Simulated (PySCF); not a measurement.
# A gas-phase reaction: CH3Cl2Ga + BrH → BrCl2Ga + CH4

Aim: the reaction energy of `[CH3][Ga]([Cl])[Cl]` + `Br` → `[Cl][Ga]([Cl])[Br]` + `C`.

Programs: PySCF 2.14.0. All values are calculated, for the isolated system unless a continuum is named. Atoms count from 0, parts from 1.

## 1. Starting point

Each species was relaxed by itself at PBE0-D3(BJ)/def2-SVPD.

## 2. Energies of the species: wB97M-D3(BJ)/def2-TZVPD

Job settings and geometry (Å):

```
{"job": {"kind": "react", "xc": "wB97M-D3(BJ)", "basis": "def2-TZVPD"}, "charge": 0, "multiplicity": 1}
-1 CH3Cl2Ga charge 0 multiplicity 1
C     -0.650620    -0.175100     0.751050
Ga     0.594420     0.147460    -0.700360
Cl     0.231860     1.574880    -2.273280
Cl     2.485460    -0.868600    -0.882710
H     -0.484410    -1.170190     1.183760
H     -1.684040    -0.090570     0.389320
H     -0.491760     0.582300     1.532580

-1 BrH charge 0 multiplicity 1
Br     0.715030     0.004040    -0.001450
H     -0.708710    -0.000930     0.000160

+1 BrCl2Ga charge 0 multiplicity 1
Cl     1.986240    -0.576660     0.561820
Ga     0.009120    -0.020330    -0.006900
Cl    -1.099990    -1.313870    -1.286760
Br    -0.898130     1.907960     0.737790

+1 CH4 charge 0 multiplicity 1
C      0.001490     0.000190     0.000390
H     -0.328020    -0.801220     0.673110
H      0.851730    -0.350700    -0.597410
H      0.305760     0.872330     0.592140
H     -0.823410     0.280340    -0.666270
```

With the program's defaults for keys left out, this is: wB97M-D3(BJ)/def2-TZVPD reaction energy of separated species, gas phase.

Launch:

```
$ OMP_NUM_THREADS=1 python cluster_run.py task.json out
```

This one command runs all jobs of the session in turn.

The program printed:

```text
species 1 (CH3Cl2Ga)
coarse grid: 32648 points
cycle   1  E = -2885.3778399478  dE = -2.920e-01  |g| = 7.629e-01  |ddm| = 2.172e+00
cycle   2  E = -2885.3857182436  dE = -7.878e-03  |g| = 8.954e-01  |ddm| = 1.216e+00
cycle   3  E = -2885.4659046564  dE = -8.019e-02  |g| = 4.421e-02  |ddm| = 5.640e-01
cycle   4  E = -2885.4665105020  dE = -6.058e-04  |g| = 2.100e-02  |ddm| = 8.195e-02
cycle   5  E = -2885.4666288193  dE = -1.183e-04  |g| = 4.202e-03  |ddm| = 2.576e-02
cycle   6  E = -2885.4666405672  dE = -1.175e-05  |g| = 8.246e-04  |ddm| = 1.216e-02
cycle   7  E = -2885.4666410382  dE = -4.711e-07  |g| = 4.832e-04  |ddm| = 2.011e-03
final grid: 64112 points
cycle   8  E = -2885.4666253353  dE = -9.952e-08  |g| = 3.354e-04  |ddm| = 5.495e-03
cycle   9  E = -2885.4666253479  dE = -1.254e-08  |g| = 2.909e-04  |ddm| = 7.926e-04
cycle  10  E = -2885.4666253665  dE = -1.860e-08  |g| = 3.185e-05  |ddm| = 2.101e-04
cycle  11  E = -2885.4666253669  dE = -4.002e-10  |g| = 2.058e-05  |ddm| = 6.269e-05
converged SCF energy = -2885.4666253669

species 2 (BrH)
coarse grid: 9808 points
cycle   1  E = -2574.7444817340  dE = -1.115e+00  |g| = 2.814e-01  |ddm| = 9.887e-01
cycle   2  E = -2574.7574488062  dE = -1.297e-02  |g| = 1.487e-01  |ddm| = 2.655e-01
cycle   3  E = -2574.7608846073  dE = -3.436e-03  |g| = 8.656e-03  |ddm| = 8.708e-02
cycle   4  E = -2574.7609219721  dE = -3.736e-05  |g| = 2.523e-03  |ddm| = 1.268e-02
cycle   5  E = -2574.7609264025  dE = -4.430e-06  |g| = 6.497e-04  |ddm| = 4.934e-03
final grid: 18448 points
cycle   6  E = -2574.7609111033  dE = -1.923e-07  |g| = 3.883e-04  |ddm| = 9.236e-04
cycle   7  E = -2574.7609111309  dE = -2.761e-08  |g| = 2.729e-04  |ddm| = 3.936e-04
cycle   8  E = -2574.7609111380  dE = -7.080e-09  |g| = 3.379e-05  |ddm| = 1.359e-04
cycle   9  E = -2574.7609111390  dE = -1.024e-09  |g| = 1.120e-05  |ddm| = 6.293e-05
cycle  10  E = -2574.7609111390  dE = -4.911e-11  |g| = 1.703e-06  |ddm| = 1.292e-05
converged SCF energy = -2574.7609111390

species 3 (BrCl2Ga)
coarse grid: 27384 points
cycle   1  E = -5419.6334465205  dE = -1.191e+00  |g| = 8.396e-01  |ddm| = 1.917e+00
cycle   2  E = -5419.6308417253  dE =  2.605e-03  |g| = 9.939e-01  |ddm| = 1.117e+00
cycle   3  E = -5419.7389292094  dE = -1.081e-01  |g| = 5.657e-02  |ddm| = 5.348e-01
cycle   4  E = -5419.7394609567  dE = -5.317e-04  |g| = 1.724e-02  |ddm| = 5.867e-02
cycle   5  E = -5419.7395348207  dE = -7.386e-05  |g| = 4.115e-03  |ddm| = 1.814e-02
cycle   6  E = -5419.7395434045  dE = -8.584e-06  |g| = 8.425e-04  |ddm| = 8.643e-03
final grid: 49856 points
cycle   7  E = -5419.7393651236  dE = -3.945e-07  |g| = 5.657e-04  |ddm| = 2.032e-03
cycle   8  E = -5419.7393651792  dE = -5.556e-08  |g| = 4.999e-04  |ddm| = 9.407e-04
cycle   9  E = -5419.7393652222  dE = -4.298e-08  |g| = 9.991e-05  |ddm| = 3.447e-04
cycle  10  E = -5419.7393652249  dE = -2.714e-09  |g| = 4.349e-05  |ddm| = 1.024e-04
cycle  11  E = -5419.7393652260  dE = -1.102e-09  |g| = 6.675e-06  |ddm| = 8.940e-05
cycle  12  E = -5419.7393652260  dE = -2.910e-11  |g| = 1.975e-06  |ddm| = 1.110e-05
converged SCF energy = -5419.7393652260

species 4 (CH4)
coarse grid: 15072 points
cycle   1  E = -40.5278895533  dE = -1.934e-01  |g| = 1.334e-01  |ddm| = 1.251e+00
cycle   2  E = -40.5303023776  dE = -2.413e-03  |g| = 8.951e-02  |ddm| = 1.943e-01
cycle   3  E = -40.5321673610  dE = -1.865e-03  |g| = 5.683e-03  |ddm| = 4.933e-02
cycle   4  E = -40.5321770862  dE = -9.725e-06  |g| = 3.952e-04  |ddm| = 1.279e-02
final grid: 32696 points
cycle   5  E = -40.5321630983  dE = -1.056e-07  |g| = 1.016e-04  |ddm| = 2.843e-03
cycle   6  E = -40.5321631055  dE = -7.137e-09  |g| = 3.529e-05  |ddm| = 7.795e-04
cycle   7  E = -40.5321631061  dE = -6.236e-10  |g| = 1.903e-05  |ddm| = 2.263e-04
converged SCF energy = -40.5321631061

Reaction energy = -27.389 kcal/mol
```

It took 51 s on 1 thread of Arm Neoverse N1, shared host; peak memory 0.79 GiB.

Species by species (with the dispersion term, which the log's SCF energies lack):

```csv
ν,species,energy (Eh),HOMO (eV)
-1,[CH3][Ga]([Cl])[Cl],-2885.47289,-11.11
-1,Br,-2574.76148,-11.15
+1,[Cl][Ga]([Cl])[Br],-5419.74346,-11.35
+1,C,-40.53455,-13.46
```

## 3. Energies of the species: PBE0-D3(BJ)/def2-TZVPD

Same as in step 2 but for these lines:

```diff
@@ -1,2 +1,2 @@
-{"job": {"kind": "react", "xc": "wB97M-D3(BJ)", "basis": "def2-TZVPD"}, "charge": 0, "multiplicity": 1}
+{"job": {"kind": "react", "xc": "PBE0", "basis": "def2-TZVPD", "disp": "d3bj"}, "charge": 0, "multiplicity": 1}
 -1 CH3Cl2Ga charge 0 multiplicity 1
```

Level: PBE0-D3(BJ)/def2-TZVPD reaction energy of separated species, gas phase.

The program printed:

```text
species 1 (CH3Cl2Ga)
coarse grid: 32648 points
cycle   1  E = -2884.6289961244  dE = -3.070e-01  |g| = 8.642e-01  |ddm| = 2.328e+00
cycle   2  E = -2884.5380417043  dE =  9.095e-02  |g| = 1.244e+00  |ddm| = 1.567e+00
cycle   3  E = -2884.7291803567  dE = -1.911e-01  |g| = 5.479e-02  |ddm| = 9.005e-01
cycle   4  E = -2884.7296825907  dE = -5.022e-04  |g| = 3.026e-02  |ddm| = 6.126e-02
cycle   5  E = -2884.7299103016  dE = -2.277e-04  |g| = 6.275e-03  |ddm| = 2.514e-02
cycle   6  E = -2884.7299204950  dE = -1.019e-05  |g| = 2.062e-03  |ddm| = 8.034e-03
cycle   7  E = -2884.7299213274  dE = -8.324e-07  |g| = 1.250e-04  |ddm| = 1.831e-03
final grid: 64112 points
cycle   8  E = -2884.7299438237  dE = -4.141e-08  |g| = 1.680e-04  |ddm| = 4.700e-03
cycle   9  E = -2884.7299438244  dE = -6.712e-10  |g| = 1.586e-04  |ddm| = 3.836e-04
cycle  10  E = -2884.7299438286  dE = -4.225e-09  |g| = 1.159e-05  |ddm| = 1.350e-04
cycle  11  E = -2884.7299438286  dE = -1.955e-11  |g| = 4.099e-06  |ddm| = 1.369e-05
converged SCF energy = -2884.7299438286

species 2 (BrH)
coarse grid: 9808 points
cycle   1  E = -2574.4494535465  dE = -1.081e+00  |g| = 2.724e-01  |ddm| = 1.042e+00
cycle   2  E = -2574.4540918058  dE = -4.638e-03  |g| = 1.699e-01  |ddm| = 2.601e-01
cycle   3  E = -2574.4588661863  dE = -4.774e-03  |g| = 3.007e-02  |ddm| = 1.194e-01
cycle   4  E = -2574.4590976710  dE = -2.315e-04  |g| = 4.156e-03  |ddm| = 2.212e-02
cycle   5  E = -2574.4591016734  dE = -4.002e-06  |g| = 1.311e-03  |ddm| = 4.270e-03
final grid: 18448 points
cycle   6  E = -2574.4591028022  dE = -7.032e-08  |g| = 1.375e-03  |ddm| = 2.024e-03
cycle   7  E = -2574.4591028165  dE = -1.434e-08  |g| = 1.399e-03  |ddm| = 1.791e-03
cycle   8  E = -2574.4591030375  dE = -2.209e-07  |g| = 5.149e-05  |ddm| = 8.398e-04
cycle   9  E = -2574.4591030381  dE = -6.698e-10  |g| = 1.026e-05  |ddm| = 4.413e-05
converged SCF energy = -2574.4591030381

species 3 (BrCl2Ga)
coarse grid: 27384 points
cycle   1  E = -5418.6595842471  dE = -1.169e+00  |g| = 8.949e-01  |ddm| = 1.997e+00
cycle   2  E = -5418.5342987246  dE =  1.253e-01  |g| = 1.321e+00  |ddm| = 1.400e+00
cycle   3  E = -5418.7588512259  dE = -2.246e-01  |g| = 9.060e-02  |ddm| = 8.800e-01
cycle   4  E = -5418.7598113857  dE = -9.602e-04  |g| = 3.044e-02  |ddm| = 6.978e-02
cycle   5  E = -5418.7600477239  dE = -2.363e-04  |g| = 6.717e-03  |ddm| = 3.427e-02
cycle   6  E = -5418.7600618784  dE = -1.415e-05  |g| = 1.285e-03  |ddm| = 7.923e-03
cycle   7  E = -5418.7600623499  dE = -4.715e-07  |g| = 5.181e-04  |ddm| = 1.702e-03
final grid: 49856 points
cycle   8  E = -5418.7599596532  dE = -5.080e-08  |g| = 6.029e-04  |ddm| = 1.653e-03
cycle   9  E = -5418.7599596269  dE =  2.629e-08  |g| = 6.970e-04  |ddm| = 1.019e-03
cycle  10  E = -5418.7599597166  dE = -8.967e-08  |g| = 2.367e-05  |ddm| = 5.686e-04
cycle  11  E = -5418.7599597166  dE = -8.367e-11  |g| = 8.203e-06  |ddm| = 1.981e-05
converged SCF energy = -5418.7599597166

species 4 (CH4)
coarse grid: 3568 points
cycle   1  E = -40.4583008497  dE = -2.007e-01  |g| = 2.716e-01  |ddm| = 1.408e+00
cycle   2  E = -40.4546587843  dE =  3.642e-03  |g| = 2.993e-01  |ddm| = 3.082e-01
cycle   3  E = -40.4774717991  dE = -2.281e-02  |g| = 2.106e-03  |ddm| = 1.506e-01
cycle   4  E = -40.4774726197  dE = -8.206e-07  |g| = 2.125e-04  |ddm| = 2.674e-03
final grid: 32696 points
cycle   5  E = -40.4741140570  dE = -1.442e-05  |g| = 4.532e-03  |ddm| = 6.981e-02
cycle   6  E = -40.4741130072  dE =  1.050e-06  |g| = 4.952e-03  |ddm| = 6.671e-03
cycle   7  E = -40.4741189662  dE = -5.959e-06  |g| = 3.536e-05  |ddm| = 2.506e-03
cycle   8  E = -40.4741189666  dE = -3.748e-10  |g| = 6.597e-06  |ddm| = 1.119e-04
converged SCF energy = -40.4741189666

Reaction energy = -28.282 kcal/mol
```

It took 28 s on 1 thread of Arm Neoverse N1, shared host; peak memory 0.66 GiB.

Reaction energy at this level: -28.28 kcal/mol.

## 4. Comparing the runs

Energies in kcal/mol, with wall time:

```csv
run,reaction,time
wB97M-D3(BJ)/def2-TZVPD,-27.39,51 s
PBE0-D3(BJ)/def2-TZVPD,-28.28,28 s
```

## 5. What came out

| quantity | value |
| --- | --- |
| reaction energy (wB97M-D3(BJ)/def2-TZVPD) | -27.39 kcal/mol |
| ΔH, ΔG at 298 K (xTB thermal terms) | -23.6, -21.9 kcal/mol |
| range of the reaction energy over the runs of this table | -28.28 to -27.39 kcal/mol |

What this shows: The reaction is exothermic by 23.6 kcal/mol in the gas phase; dispersion gives +0.22, and xTB itself gave -46.66 for the electronic energy (xTB energies and thermal terms come from the earlier relaxation of each species, not shown). No barrier was sought. xTB and this level differ widely in the electronic energy, so what comes from xTB (the thermal terms above all) is less safe here. The reaction energy runs from -28.28 (PBE0-D3(BJ)/def2-TZVPD) to -27.39 kcal/mol (wB97M-D3(BJ)/def2-TZVPD).
